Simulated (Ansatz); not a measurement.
# C₂H₇BSSi: up Jacob's ladder to CCSD(T)

An exercise on one series of results from a longer session: the logs are not shown, and one member is left open.

Program: Ansatz 0.2.0, Gaussian basis. Level of theory: functionals in def2-TZVPP, the program's frozen cores in correlated methods. These are calculated values, not measurements.

Plan: PBE-D4, r2SCAN-D4, PBE0-D4, B3LYP-D4, ωB97X-V, ωB97M-V, B2PLYP; CCSD(T)/def2-TZVPP; MP2/def2-QZVPP; extrapolation to the limit.

## The relaxed structure

An earlier PBE0-D4 in a triple-zeta def2 set relaxation fixed the geometry.

SMILES `S[SiH]1BCC1`, 12 atoms, charge 0, spin multiplicity 1.

Atoms are counted from 1 here; the program's logs count them from 0.

Bond lengths: S1–Si2 2.148 Å, S1–H6 1.345 Å, Si2–B3 2.025 Å, Si2–C5 1.901 Å, Si2–H7 1.492 Å, B3–C4 1.569 Å, B3–H8 1.192 Å, C4–C5 1.555 Å, C4–H9 1.095 Å, C4–H10 1.107 Å, C5–H11 1.090 Å, C5–H12 1.094 Å. Angles: Si2–S1–H6 95.5°, S1–Si2–B3 108.6°, S1–Si2–C5 113.8°, S1–Si2–H7 109.6°, B3–Si2–C5 76.3°, B3–Si2–H7 127.5°, C5–Si2–H7 117.6°, Si2–B3–C4 85.8°, Si2–B3–H8 143.8°, C4–B3–H8 130.3°, B3–C4–C5 101.9°, B3–C4–H9 120.4°, B3–C4–H10 101.8°, C5–C4–H9 117.1°, C5–C4–H10 108.8°, H9–C4–H10 105.5°, Si2–C5–C4 90.7°, Si2–C5–H11 120.9° and more.

Geometry (Å):

```xyz
12
C2H7BSSi
S    -0.1596    2.6015    0.0780
Si    0.7751    0.7347   -0.4277
B     0.8657   -0.4136    1.2372
C    -0.4671   -1.0629    0.7236
C    -0.4571   -0.6690   -0.7803
H    -0.5293    2.9059   -1.1784
H     1.8569    0.9720   -1.4272
H     1.5206   -0.6592    2.2028
H    -0.7048   -2.1038    0.9649
H    -1.2313   -0.4563    1.2459
H    -1.4291   -0.4621   -1.2286
H     0.0369   -1.4426   -1.3762
```

The first run:

Contents of in.yaml:

```yaml
crystal:
  periodic: [false, false, false]
  atoms:
    - {symbol: S, position_ang: [-0.159574, 2.601506, 0.078003]}
    - {symbol: Si, position_ang: [0.775146, 0.734749, -0.427687]}
    - {symbol: B, position_ang: [0.865742, -0.413597, 1.237244]}
    - {symbol: C, position_ang: [-0.467132, -1.062870, 0.723630]}
    - {symbol: C, position_ang: [-0.457057, -0.669032, -0.780252]}
    - {symbol: H, position_ang: [-0.529292, 2.905931, -1.178444]}
    - {symbol: H, position_ang: [1.856851, 0.972014, -1.427178]}
    - {symbol: H, position_ang: [1.520607, -0.659202, 2.202809]}
    - {symbol: H, position_ang: [-0.704805, -2.103768, 0.964858]}
    - {symbol: H, position_ang: [-1.231286, -0.456326, 1.245947]}
    - {symbol: H, position_ang: [-1.429136, -0.462075, -1.228646]}
    - {symbol: H, position_ang: [0.036937, -1.442630, -1.376185]}
basis:
  gaussian: {orbitals: def2-TZVPP}
hamiltonian: {xc: pbe, dispersion: d4}
output: {forces: true, orbitals: {seedname: orbitals}}
```

On the command line:

```console
$ ansatz run in.yaml --threads 4 --pin off --events-out ev --progress --plain --max-ram 10444MiB
```

Among the steps run: PBE-D4 (GGA); r2SCAN-D4 (meta-GGA); PBE0-D4 (hybrid); B3LYP-D4 (hybrid); ωB97X-V (range-separated); ωB97M-V (range-separated); B2PLYP (double hybrid); CCSD(T) in def2-TZVPP; MP2 in def2-QZVPP.

One table of the session follows, with a row left open; its other results are not shown here.

| method | atomisation energy (eV) |
| --- | --- |
| PBE-D4 | 45.408 |
| r2SCAN-D4 | 44.930 |
| PBE0-D4 | 44.992 |
| B3LYP-D4 | 44.586 |
| ωB97X-V | 44.922 |
| ωB97M-V | 44.890 |
| B2PLYP | 44.044 |
| HF/def2-TZVPP | 33.467 |
| MP2/def2-TZVPP | 43.950 |
| CCSD/def2-TZVPP | 42.806 |
| CCSD(T)/def2-TZVPP | 43.419 |
| MP2/CBS | 45.058 |
| CCSD(T)/CBS | ? |

Estimate the missing values for CCSD(T)/CBS.

The run gave: atomisation energy (eV): 44.527. In the column «atomisation energy (eV)» it lies between B2PLYP (44.044) and B3LYP-D4 (44.586).

To keep in mind: Free atoms (1 S, 1 Si, 1 B, 2 C, 7 H) were run apart at each level; the atomisation energy is their sum less the molecule, without zero-point or spin-orbit terms.
